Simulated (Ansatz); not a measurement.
**La3Tl: stress in a strained cell**

La3Tl is deformed so: equal xx and yy strain of +1 %. What stress and forces result, by LAPW, PAW and all-electron datasets made for the crystal?

Computed with Ansatz 0.2.0 (DFT LDA, scalar-relativistic, unless a step's input says otherwise).

## 1. The starting structure

The structure is cubic, space group Pm-3m (No. 221). The conventional cell has a = 5.060 Å, b = 5.060 Å, c = 5.060 Å, α = 90.00°, β = 90.00°, γ = 90.00°. La (site symmetry 4/mmm) has 8 La at 3.58 Å and 4 Tl at 3.58 Å as nearest neighbours. Around Tl (site symmetry m-3m) lie 12 La at 3.58 Å.

As a file:

```cif
data_structure
_symmetry_space_group_name_H-M 'P 1'
_symmetry_Int_Tables_number 1
_cell_length_a 5.0600
_cell_length_b 5.0600
_cell_length_c 5.0600
_cell_angle_alpha 90.000
_cell_angle_beta 90.000
_cell_angle_gamma 90.000
_cell_volume 129.55
loop_
_atom_site_label
_atom_site_type_symbol
_atom_site_fract_x
_atom_site_fract_y
_atom_site_fract_z
_atom_site_occupancy
La1 La 0.00000 0.50000 0.50000 1
La2 La 0.50000 0.00000 0.50000 1
La3 La 0.50000 0.50000 0.00000 1
Tl1 Tl 0.00000 0.00000 0.00000 1
```

Atoms are numbered in the order of the input: La1, La2, La3, Tl4.

## 2. The deformed structure

Space group Pm-3m before, P4/mmm after.

## 3. All-electron LAPW

input.yaml reads:

```yaml
crystal:
  lattice:
    - [5.1106, 0.0, 0.0]
    - [0.0, 5.1106, 0.0]
    - [0.0, 0.0, 5.06]
  atoms:
    - { symbol: La, position: [0.0, 0.5, 0.5] }
    - { symbol: La, position: [0.5, 0.0, 0.5] }
    - { symbol: La, position: [0.5, 0.5, 0.0] }
    - { symbol: Tl, position: [0.0, 0.0, 0.0] }
kpoints:
  mp_grid: { grid: [8, 8, 8] }
  band_path:
    path:
      - [0.0, 0.0, 0.0]
      - [0.0, 0.5, 0.0]
      - [0.5, 0.5, 0.0]
      - [0.0, 0.0, 0.0]
      - [0.0, 0.0, 0.5]
      - [0.0, 0.5, 0.5]
      - [0.5, 0.5, 0.5]
      - [0.0, 0.0, 0.5]
      - [0.0, 0.5, 0.0]
    npoints: 5
scf:
  occupations: { method: fermi_dirac, width: 0.08 }
hamiltonian:
  xc: lda
  pseudopotentials: { kind: all_electron, lapw: { basis_error: 0.0005 } }
output:
  forces: true
  stress: true
  eigenvalues: true
```

Launch:

```sh
$ ansatz run input.yaml --threads 1 --pin off --max-ram 4096MiB --backend cpu --events-out ev --progress --plain --runs-dir out
```

## 4. Frozen-core PAW

input.yaml reads:

```yaml
crystal:
  lattice:
    - [5.1106, 0.0, 0.0]
    - [0.0, 5.1106, 0.0]
    - [0.0, 0.0, 5.06]
  atoms:
    - { symbol: La, position: [0.0, 0.5, 0.5] }
    - { symbol: La, position: [0.5, 0.0, 0.5] }
    - { symbol: La, position: [0.5, 0.5, 0.0] }
    - { symbol: Tl, position: [0.0, 0.0, 0.0] }
kpoints:
  mp_grid: { grid: [8, 8, 8] }
scf:
  occupations: { method: fermi_dirac, width: 0.08 }
hamiltonian:
  xc: lda
  pseudopotentials: { kind: paw }
output:
  forces: true
  stress: true
  eigenvalues: true
  efg: { contact_densities: true }
  write_density: true
  write_potential: true
  elf: true
  volumetric_format: npy
```

## 5. Datasets made for this crystal

input.yaml: that of step 4 with these lines changed.

```diff
@@ -16,3 +16,3 @@
   xc: lda
-  pseudopotentials: { kind: paw }
+  pseudopotentials: { kind: all_electron, datasets: crystal }
 output:
@@ -22,5 +22 @@
   efg: { contact_densities: true }
-  write_density: true
-  write_potential: true
-  elf: true
-  volumetric_format: npy
```

(Steps that only read results are left out.)

What does the calculation give? Wanted: pressure; largest shear or deviatoric stress.

As calculated:

| quantity | value |
| --- | --- |
| pressure | LAPW -4.22, PAW -4.24, crystal datasets -4.22 GPa |
| largest shear or deviatoric stress (LAPW) | 0.17 GPa |

In words: The largest part of the stress beyond the pressure is 0.17 GPa in size, in the zz component; the atoms are carried along and not relaxed. No run of the undeformed cell stands beside it, so the pressure holds what the given cell had before the change. PAW: stress within 0.03 GPa of LAPW. Crystal datasets: stress within 0.01 GPa of LAPW. Spin-orbit coupling is left out, though the cell holds Tl; in elements this heavy it can shift bands and gaps by tenths of an eV.
